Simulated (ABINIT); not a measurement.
# Bi2Te3 (Tellurobismuthite) (R-3m) in ABINIT: relaxation of cell and atoms with PBEsol

Aim: the relaxation of cell and atoms of Bi2Te3 (Tellurobismuthite) with PBEsol.

Everything below comes from runs of ABINIT 10.8.3 (patched build). Logs are shortened: lines on timing, memory, paths and dates and some standing lists are left out, and cuts for length are marked. The log counts tension as positive stress, the text compression.

### 1 The crystal as given

It takes space group R-3m (No. 166, trigonal). Conventional cell: a = 4.386 Å, b = 4.386 Å, c = 30.497 Å, α = 90.00°, β = 90.00°, γ = 120.00°. Around Bi (site symmetry 3m) lie 6 Te at 3.07 to 3.25 Å. Te (site symmetry 3m) is surrounded by 3 Bi at 3.07 Å. Te (site symmetry -3m) has 6 Bi at 3.25 Å as nearest neighbours.

### 2 Relaxation of cell and atoms, PBEsol

The input, run.abi:

```
pp_dirpath "./"
pseudos "Bi.GGA_PBE-JTH.xml, Te.GGA_PBE-JTH.xml"

acell 19.7973602648 19.7973602648 19.7973602648
rprim
     0.2093293922     0.1208563809     0.9703478452
    -0.2093293922     0.1208563809     0.9703478452
     0.0000000000    -0.2417127619     0.9703478452
ntypat 2
znucl 83 52
natom 5
typat 1 1 2 2 2
xred
     0.6000000000     0.6000000000     0.6000000000
     0.4000000000     0.4000000000     0.4000000000
     0.7905000000     0.7905000000     0.7905000000
     0.2095000000     0.2095000000     0.2095000000
     0.0000000000     0.0000000000     0.0000000000
chkprim 0
chksymtnons 0
tolsym 1.0e-6

ecut 22.0
pawecutdg 44.0
pawxcdev 0

kptopt 1
ngkpt 5 5 5
nshiftk 1
shiftk 0.0 0.0 0.0

ixc -116133

nband 29
occopt 3
tsmear 0.00183747

nstep 100
tolvrs 1.0e-9

iomode 3
prtwf 0
prtden 0
prteig 0
prtebands 0
enunit 2

ionmov 2
ntime 60
tolmxf 0.0002
optcell 2
dilatmx 1.08
ecutsm 0.5
```

Potentials or basis: JTH PAW PBE v2.0.

Launch:

```sh
mpirun --bind-to none -np 4 abinit run.abi > log 2>&1
```

run.abo:

```text
.Version 10.8.3 of ABINIT
 Symmetries : space group R-3 m (#166); Bravais hR (rhombohedral)
================================================================================
 Values of the parameters that define the memory need of the present run
     intxc =       0    ionmov =       2      iscf =      17    lmnmax =      18
     lnmax =       6     mgfft =      96  mpssoang =       3    mqgrid =    3001
     natom =       5  nloc_mem =       2    nspden =       1   nspinor =       1
    nsppol =       1      nsym =      12    n1xccc =       1    ntypat =       2
    occopt =       3   xclevel =       2
       mpw =        7123          nfft =      884736          nkpt =          19
Pmy_natom=         2
 PAW method is used; the additional fine FFT grid is defined by:
   mgfftf=       128    nfftf =   2097152
================================================================================
================================================================================

--------------------------------------------------------------------------------
------------- Echo of variables that govern the present computation ------------
--------------------------------------------------------------------------------
 -outvars: echo values of preprocessed input variables --------
            acell      1.9797360265E+01  1.9797360265E+01  1.9797360265E+01 Bohr
              amu      2.08980370E+02  1.27600000E+02
          chkprim           0
      chksymtnons           0
          dilatmx      1.08000000E+00
             ecut      2.20000000E+01 Hartree
           ecutsm      5.00000000E-01 Hartree
           enunit           2
           ionmov           2
              ixc     -116133
         kptrlatt        5    0    0      0    5    0      0    0    5
          kptrlen      4.14416939E+01
            natom           5
            nband          29
            ngfft          96      96      96
          ngfftdg         128     128     128
             nkpt          19
            nstep         100
             nsym          12
            ntime          60
           ntypat           2
           occopt           3
          optcell           2
        pawecutdg      4.40000000E+01 Hartree
         pawxcdev           0
           prtden           0
        prtebands           0
           prteig           0
            prtwf           0
            rprim      2.0932939220E-01  1.2085638090E-01  9.7034784520E-01
                      -2.0932939220E-01  1.2085638090E-01  9.7034784520E-01
                       0.0000000000E+00 -2.4171276190E-01  9.7034784520E-01
          spgroup         166
           tolmxf      2.00000000E-04
           tolsym      1.00000000E-06
           tolvrs      1.00000000E-09
           tsmear      1.83747000E-03 Hartree
            typat      1  1  2  2  2
           useylm           1
           xangst     -1.0164023807E-17 -6.2857914238E-10  1.8298199987E+01
                      -2.5410059518E-18 -4.1905265177E-10  1.2198799991E+01
                       1.4714455046E-17 -8.2815289667E-10  2.4107878483E+01
                      -2.7419484805E-17 -2.1947875691E-10  6.3891214955E+00
                       0.0000000000E+00  0.0000000000E+00  0.0000000000E+00
            xcart     -1.9207221333E-17 -1.1878424276E-09  3.4578586572E+01
                      -4.8018053332E-18 -7.9189474419E-10  2.3052391048E+01
                       2.7806290128E-17 -1.5649821651E-09  4.5557287809E+01
                      -5.1815316794E-17 -4.1475474102E-10  1.2073689812E+01
                       0.0000000000E+00  0.0000000000E+00  0.0000000000E+00
             xred      6.0000000000E-01  6.0000000000E-01  6.0000000000E-01
                       4.0000000000E-01  4.0000000000E-01  4.0000000000E-01
                       7.9050000000E-01  7.9050000000E-01  7.9050000000E-01
                       2.0950000000E-01  2.0950000000E-01  2.0950000000E-01
                       0.0000000000E+00  0.0000000000E+00  0.0000000000E+00
            znucl       83.00000   52.00000

================================================================================

 chkinp: Checking input parameters for consistency.

================================================================================
== DATASET  1 ==================================================================

--- !DatasetInfo
iteration_state: {dtset: 1, }
dimensions: {natom: 5, nkpt: 19, mband: 29, nsppol: 1, nspinor: 1, nspden: 1, mpw: 7123, }
[... 911 lines left out ...]
    1       0.001597193551      0.001597193551      0.001597193551
    2      -0.001597193551     -0.001597193551     -0.001597193551
    3       0.000849467762      0.000849467762      0.000849467762
    4      -0.000849467762     -0.000849467762     -0.000849467762
    5       0.000000000000      0.000000000000      0.000000000000

 cartesian coordinates (angstrom) at end:
    1     -0.00000000000000    -0.00000000062371    18.15640897870277
    2     -0.00000000000000    -0.00000000041546    12.09409295174590
    3     -0.00000000000000    -0.00000000082125    23.90682588677341
    4     -0.00000000000000    -0.00000000021792     6.34367604367526
    5      0.00000000000000    -0.00000000000000    -0.00000000000000

 cartesian forces (hartree/bohr) at end:
    1     -0.00000000000000    -0.00000000000000    -0.00008381994089
    2      0.00000000000000     0.00000000000000     0.00008381994089
    3     -0.00000000000000     0.00000000000000    -0.00004457965506
    4      0.00000000000000    -0.00000000000000     0.00004457965506
    5     -0.00000000000000    -0.00000000000000    -0.00000000000000
 frms,max,avg= 3.4666272E-05 8.3819941E-05   0.000E+00  0.000E+00  0.000E+00 h/b

 cartesian forces (eV/Angstrom) at end:
    1     -0.00000000000000    -0.00000000000000    -0.00431019465932
    2      0.00000000000000     0.00000000000000     0.00431019465932
    3     -0.00000000000000     0.00000000000000    -0.00229237803224
    4      0.00000000000000    -0.00000000000000     0.00229237803224
    5     -0.00000000000000    -0.00000000000000    -0.00000000000000
 frms,max,avg= 1.7826114E-03 4.3101947E-03   0.000E+00  0.000E+00  0.000E+00 e/A
 length scales= 19.645372428137 19.645372428137 19.645372428357 bohr
              = 10.395883381620 10.395883381620 10.395883381736 angstroms
 Fermi (or HOMO) energy (hartree) =  -0.05924   Average Vxc (hartree)=  -0.34113
 Eigenvalues (hartree) for nkpt=  19  k points:
 kpt#   1, nband= 29, wtk=  0.00800, kpt=  0.0000  0.0000  0.0000 (reduced coord)
  -0.91202   -0.91202   -0.91197   -0.91197   -0.91165   -0.91159   -0.91152   -0.91152
  -0.91145   -0.91145   -0.55693   -0.52936   -0.48458   -0.39130   -0.37367   -0.14946
  -0.13938   -0.12851   -0.12851   -0.12680   -0.12680   -0.09574   -0.09574   -0.06310
  -0.05546   -0.04105   -0.04105    0.00806    0.01624
      occupation numbers for kpt#   1
   2.00000    2.00000    2.00000    2.00000    2.00000    2.00000    2.00000    2.00000
   2.00000    2.00000    2.00000    2.00000    2.00000    2.00000    2.00000    2.00000
   2.00000    2.00000    2.00000    2.00000    2.00000    2.00000    2.00000    1.78110
   0.22661    0.00010    0.00010    0.00000    0.00000
 prteigrs : prtvol=0 or 1, do not print more k-points.

 Fermi (or HOMO) energy (eV) =  -1.61209   Average Vxc (eV)=  -9.28251
 Eigenvalues (   eV  ) for nkpt=  19  k points:
 kpt#   1, nband= 29, wtk=  0.00800, kpt=  0.0000  0.0000  0.0000 (reduced coord)
 -24.81732  -24.81732  -24.81605  -24.81605  -24.80722  -24.80569  -24.80366  -24.80366
 -24.80181  -24.80181  -15.15483  -14.40469  -13.18600  -10.64771  -10.16797   -4.06714
  -3.79278   -3.49693   -3.49693   -3.45047   -3.45047   -2.60528   -2.60528   -1.71691
  -1.50922   -1.11707   -1.11707    0.21937    0.44186
 prteigrs : prtvol=0 or 1, do not print more k-points.

--- !EnergyTerms
iteration_state     : {dtset: 1, itime: 7, icycle: 1, }
comment             : Components of total free energy in Hartree
kinetic             :  1.67288402900465E+01
hartree             :  5.22046344145079E+01
xc                  : -1.71243912026009E+01
Ewald energy        : -1.15663369734186E+02
psp_core            :  1.63998297111986E+01
local_psp           : -1.57560128061411E+02
PAW spherical_terms :  3.55754506742088E+01
internal            : -1.69439133908236E+02
'-kT*entropy'       : -2.24018736347903E-05
total_energy        : -1.69439156310109E+02
total_energy_eV     : -4.61067432754753E+03
...

--- !EnergyTermsDC
iteration_state     : {dtset: 1, itime: 7, icycle: 1, }
comment             : '"Double-counting" decomposition of free energy'
band_energy         : -2.57176802378190E+01
Ewald energy        : -1.15663369734186E+02
psp_core            :  1.63998297111986E+01
xc_dc               : -5.46299214288369E+01
PAW spherical_terms :  1.01720093720536E+01
internal            : -1.69439132317589E+02
'-kT*entropy'       : -2.24018736347903E-05
total_energy_dc     : -1.69439154719463E+02
total_energy_dc_eV  : -4.61067428426384E+03
...

--- !EnergyTermsWithPAWCore
iteration_state     : {dtset: 1, itime: 7, icycle: 1, }
comment             : 'Components of total free energy, including PAW core contributions'
Total energy        : -6.34258089769331E+04
Total energy DC     : -6.34258089753425E+04
Total energy (eV)   : -1.72590418603514E+06
Total energy DC (eV): -1.72590418599185E+06
...

 rms coord change=  1.8190E-04   atom, delta coord (reduced):
     1        0.000201908069      0.000201908069      0.000201908069
     2       -0.000201908069     -0.000201908069     -0.000201908069
     3       -0.000204819386     -0.000204819386     -0.000204819386
     4        0.000204819386      0.000204819386      0.000204819386
     5       -0.000000000000     -0.000000000000      0.000000000000

 Cartesian components of stress tensor (hartree/bohr^3)
  sigma(1 1)=  1.08647971E-07  sigma(3 2)=  4.98119162E-13
  sigma(2 2)=  1.08648604E-07  sigma(3 1)=  0.00000000E+00
  sigma(3 3)=  2.39419171E-07  sigma(2 1)=  0.00000000E+00

-Cartesian components of stress tensor (GPa)         [Pressure= -4.4790E-03 GPa]
- sigma(1 1)=  3.19653367E-03  sigma(3 2)=  1.46551717E-08
- sigma(2 2)=  3.19655229E-03  sigma(3 1)=  0.00000000E+00
- sigma(3 3)=  7.04395522E-03  sigma(2 1)=  0.00000000E+00

== END DATASET(S) ==============================================================
================================================================================

 -outvars: echo values of variables after computation  --------
            acell      1.9645372428E+01  1.9645372428E+01  1.9645372428E+01 Bohr
           etotal     -1.6943915472E+02
            fcart     -4.4274040416E-21 -3.5812551758E-20 -8.3819940892E-05
                       2.5381493925E-20  5.7496595208E-20  8.3819940892E-05
                      -2.3893893026E-20  7.7057928670E-21 -4.4579655062E-05
                       5.5590643781E-21 -2.6679330886E-20  4.4579655062E-05
                      -2.6192612354E-21 -2.7105054312E-21 -1.3552527156E-21
            rprim      2.1070322905E-01  1.2164956598E-01  9.6995130412E-01
                      -2.1070322905E-01  1.2164956598E-01  9.6995130412E-01
                       0.0000000000E+00 -2.4329913205E-01  9.6995130411E-01
           strten      1.0864797103E-07  1.0864860389E-07  2.3941917146E-07
                       4.9811916192E-13  0.0000000000E+00  0.0000000000E+00
           xangst     -3.9518970865E-16 -6.2370804037E-10  1.8156408979E+01
                      -2.0459475103E-16 -4.1545604771E-10  1.2094092952E+01
                      -9.7276589775E-16 -8.2124620034E-10  2.3906825887E+01
                      -1.0930207696E-16 -2.1791807545E-10  6.3436760437E+00
                       5.2180901667E-32 -5.6161950716E-16 -1.1194934583E-15
             xred      6.0020190807E-01  6.0020190807E-01  6.0020190807E-01
                       3.9979809193E-01  3.9979809193E-01  3.9979809193E-01
                       7.9029518061E-01  7.9029518061E-01  7.9029518061E-01
                       2.0970481939E-01  2.0970481939E-01  2.0970481939E-01
                      -1.1102230246E-16 -1.1102230246E-16  1.1102230246E-16
 Calculation completed.
```

Run time: 18 min. Hardware: 4 MPI ranks of Arm Neoverse V2, shared host; peak memory 3.8 GiB.

Results:

- Free energy: -4610.6743 eV
- Relaxed volume: 33.52 Å³/atom
- Relaxed cell: a = 10.396 Å, b = 10.396 Å, c = 10.396 Å, α = 24.33°, β = 24.33°, γ = 24.33°
- Space group after relaxing (to 0.05 Å): R-3m (No. 166)
- Energy gained by relaxing: 0.9 meV/atom
- Ionic steps: 7
- Pressure after relaxing: 0.0 GPa
- Largest force after relaxing: 0.004 eV/Å
- Band gap on the k mesh: 0.21 eV, direct
- Valence electrons inside the program's atomic spheres: Bi 12.10; Te 3.09, 3.13

Forces in eV/Å, atoms in the order of the input:
```
Bi   0.000  0.000 -0.004
Bi   0.000  0.000  0.004
Te   0.000  0.000 -0.002
Te   0.000  0.000  0.002
Te   0.000  0.000  0.000
```

The path:
| step | energy change (eV) | largest force (eV/Å) | pressure (GPa) | volume (Å³) |
| --- | --- | --- | --- | --- |
| 1 | 0.0000 | 0.0912 | -0.61 | 169.36 |
| 2 | -0.0013 | 0.0732 | -0.50 | 169.04 |
| 3 | -0.0041 | 0.0446 | 0.01 | 167.56 |
| 4 | -0.0042 | 0.0404 | 0.01 | 167.55 |
| 5 | -0.0046 | 0.0113 | 0.02 | 167.44 |
| 6 | -0.0046 | 0.0111 | 0.02 | 167.45 |
| 7 | -0.0047 | 0.0043 | 0.00 | 167.60 |

Final structure:
```yaml
crystal:
  lattice:
    - [2.19045, 1.26465, 10.08350]
    - [-2.19045, 1.26465, 10.08350]
    - [0.00000, -2.52931, 10.08350]
  atoms:
    - { symbol: Bi, position: [0.60020, 0.60020, 0.60020] }
    - { symbol: Bi, position: [0.39980, 0.39980, 0.39980] }
    - { symbol: Te, position: [0.79030, 0.79030, 0.79030] }
    - { symbol: Te, position: [0.20970, 0.20970, 0.20970] }
    - { symbol: Te, position: [0.00000, 0.00000, 0.00000] }
```

Caveat: the PAW data sets were made with another functional, which shifts forces and pressure a little; spin-orbit coupling is left out, which as a rule narrows the gap of such compounds by several tenths of an eV; an odd mesh through Γ misses points on the zone boundary, where band edges often lie.
